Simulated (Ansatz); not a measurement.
**H₈OSSi₂ (built from SMILES O[SiH2][SiH3].S): molecular dynamics**

The task is to watch the atoms for 30 steps of 0.75 fs, started with velocities for 500 K and run at constant energy, and see to which side of the barrier the system falls.

Method: PBE-D4/def2-SVP; program: Ansatz 0.2.0, Gaussian basis.

1 further run of the same task is left out (it didn't finish).

## (1) Where the work starts

The start, a first-order saddle point found at PBE0-D4 in triple zeta: 12 atoms, charge 0, spin multiplicity 1.

Atoms are counted from 1 here; the program's logs count them from 0.

Bond lengths: Si1–H3 1.478 Å, Si1–H4 1.481 Å, Si1–O5 1.636 Å, Si2–H6 1.639 Å, Si2–H8 1.476 Å, Si2–H9 1.475 Å, Si2–H10 1.525 Å, O5–H11 0.965 Å, S7–H12 1.343 Å. Angles: H3–Si1–H4 112.9°, H3–Si1–O5 110.8°, H4–Si1–O5 112.8°, H6–Si2–H8 109.0°, H6–Si2–H9 106.0°, H6–Si2–H10 112.2°, H8–Si2–H9 121.6°, H8–Si2–H10 103.6°, H9–Si2–H10 104.4°, Si1–O5–H11 116.1°.

Coordinates:

```xyz
12
H8OSSi2
Si   -1.1386   -0.3835   -0.7513
Si    0.7765   -0.7613    0.9013
H    -0.6859   -1.3090   -1.8112
H    -2.1720   -0.9752    0.1284
O    -1.5940    1.0528   -1.3893
H     0.1184    0.5019    0.0895
S     1.1810    1.8554    0.7985
H     2.1755   -0.9373    0.4654
H     0.4296   -0.5577    2.3205
H     0.1171   -2.0866    0.5365
H    -1.1820    1.8373   -1.0069
H     1.9743    1.7631   -0.2814
```

## (2) Dynamics

md/in.yaml reads:

```yaml
crystal:
  periodic: [false, false, false]
  atoms:
    - {symbol: Si, position_ang: [-1.138582, -0.383505, -0.751295]}
    - {symbol: Si, position_ang: [0.776468, -0.761324, 0.901335]}
    - {symbol: H, position_ang: [-0.685881, -1.309035, -1.811216]}
    - {symbol: H, position_ang: [-2.171977, -0.975185, 0.128440]}
    - {symbol: O, position_ang: [-1.594037, 1.052804, -1.389315]}
    - {symbol: H, position_ang: [0.118450, 0.501922, 0.089535]}
    - {symbol: S, position_ang: [1.181010, 1.855421, 0.798496]}
    - {symbol: H, position_ang: [2.175542, -0.937280, 0.465427]}
    - {symbol: H, position_ang: [0.429598, -0.557707, 2.320464]}
    - {symbol: H, position_ang: [0.117067, -2.086586, 0.536521]}
    - {symbol: H, position_ang: [-1.181976, 1.837281, -1.006927]}
    - {symbol: H, position_ang: [1.974318, 1.763093, -0.281366]}
basis:
  gaussian: {orbitals: def2-SVP}
hamiltonian: {xc: pbe, dispersion: d4}
md: {n_steps: 30, timestep: 0.75, temperature: 500, ensemble: nve, seed: 707, initial_velocities: maxwell_boltzmann}
```

Started as:

```bash
$ ansatz run in.yaml --threads 4 --pin off --events-out ev --progress --plain --max-ram 9574MiB
```

What does the calculation give? Wanted: temperature at the start; mean temperature, second half; lowest and highest potential energy, from the first frame; largest change of potential + kinetic; bonds lost by distance; bonds made by distance.

The runs gave:

```
                                                 quantity              value
                                                   length  30 steps, 22.5 fs
                                 temperature at the start              500 K
                            mean temperature, second half              411 K
lowest and highest potential energy, from the first frame     -9 and 265 meV
                    largest change of potential + kinetic            2.6 meV
                                   bonds lost by distance             Si2–H6
                                   bonds made by distance              H6–S7
```

What this shows: With no thermostat the total energy should stay fixed; it holds within 2.6 meV, small beside the kinetic energy, so the time step serves. The instant temperature ranges from 297 to 507 K, as energy passes between motion and strain.
